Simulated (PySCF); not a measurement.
# BLYP/6-31G(d) (spherical functions) run of NBrO (nitrosyl bromide)

Aim: the vertical singlet–triplet gap of NBrO (nitrosyl bromide) at BLYP/6-31G* (spherical functions), from 2 runs. Input form: a Python script.

The results are computed with PySCF 2.14.0.

### 1 Starting point

NBrO has 3 atoms, charge 0, and is taken as a singlet. As SMILES, `O=NBr`. Geometry: relaxed at PBE0-D4/def2-TZVP.

Bond lengths: O1–N2 1.126 Å, N2–Br3 2.117 Å. Angles: O1–N2–Br3 114.9°.

### 2 A single-point energy at BLYP/6-31G(d) (spherical functions)

Contents of calc.py:

```python
from pyscf import gto, dft

mol = gto.M(
    atom=[
    ('O', (0.941780, -0.646800, 0.448530)),
    ('N', (-0.044940, -0.636480, -0.092930)),
    ('Br', (-0.896840, 1.283280, -0.355590)),
],
    verbose=3,
    charge=0,
    max_memory=1860,
    basis='6-31g*',
)

mf = dft.RKS(mol)
mf.xc = 'blyp'
mf.grids.level = 7
mf.conv_tol = 1e-10
mf.kernel()
if not mf.converged:
    mf = mf.newton().run(mf.mo_coeff, mf.mo_occ)

etot = mf.e_tot
print(f'total energy: {etot:.8f} hartree')
```

Started as:

```console
$ OMP_NUM_THREADS=1 python calc.py
```

The program printed:

```text
converged SCF energy = -2703.7673020225
total energy: -2703.76730202 hartree
```

Wall time 21 s (1 thread of Arm Neoverse N1, shared host); peak memory 0.33 GiB.

### 3 The triplet at the same level

Contents of calc.py:

```python
from pyscf import gto, dft

system = gto.M(
    atom=[
    ('O', (0.941780, -0.646800, 0.448530)),
    ('N', (-0.044940, -0.636480, -0.092930)),
    ('Br', (-0.896840, 1.283280, -0.355590)),
],
    basis='6-31g*',
    spin=2,
    max_memory=1860,
    charge=0,
    verbose=3,
)

ks = dft.UKS(system)
ks.xc = 'blyp'
ks.grids.level = 7
ks.conv_tol = 1e-10
ks.kernel()
if not ks.converged:
    ks = ks.newton().run(ks.mo_coeff, ks.mo_occ)

e_tot = ks.e_tot
print('E(%s) = %.9f' % ('BLYP', e_tot))
```

Started as:

```console
$ OMP_NUM_THREADS=1 python calc.py
```

The program printed:

```text
WARN: HOMO -0.127326402100383 >= LUMO -0.259302390183823

WARN: HOMO -0.108912908903642 >= LUMO -0.233922358507078

WARN: HOMO -0.150801743664684 >= LUMO -0.227649173867754

WARN: HOMO -0.146543788147553 >= LUMO -0.233412398927361

WARN: HOMO -0.157286486001923 >= LUMO -0.233309394419869

WARN: HOMO -0.152003124912509 >= LUMO -0.232535493999158

WARN: HOMO -0.152011852714909 >= LUMO -0.232039444120977

WARN: HOMO -0.152189992187315 >= LUMO -0.232186504449752

WARN: HOMO -0.152157053924989 >= LUMO -0.23211761253801

WARN: HOMO -0.152154349462479 >= LUMO -0.232117351391646

WARN: HOMO -0.152154726751031 >= LUMO -0.232120271855198

WARN: HOMO -0.1521555425512 >= LUMO -0.232120181781094

WARN: HOMO -0.152155543553567 >= LUMO -0.232120379416773

WARN: HOMO -0.152155115173832 >= LUMO -0.232120426984712

converged SCF energy = -2703.69034440689  <S^2> = 2.0032145  2S+1 = 3.0021422
E(BLYP) = -2703.690344407
```

Wall time 37 s (1 thread of Arm Neoverse N1, shared host); peak memory 0.35 GiB.

### 4 Summary of results

Level: BLYP/6-31G* (spherical functions).

| quantity | value |
| --- | --- |
| singlet: total energy | -2703.76730 Eh |
| singlet: dipole moment | 1.87 D |
| singlet: HOMO energy | -6.59 eV |
| singlet: LUMO energy | -4.48 eV |
| singlet: HOMO–LUMO gap | 2.11 eV |
| triplet: total energy | -2703.69034 Eh |
| triplet: dipole moment | 0.12 D |
| triplet: HOMO energy (highest over α and β) | -4.14 eV |
| triplet: ⟨S²⟩ | 2.003 |
| vertical energy of the triplet above the singlet | 2.094 eV |

**Reading.** At this shape the triplet lies 2.09 eV (48 kcal/mol) above the singlet.
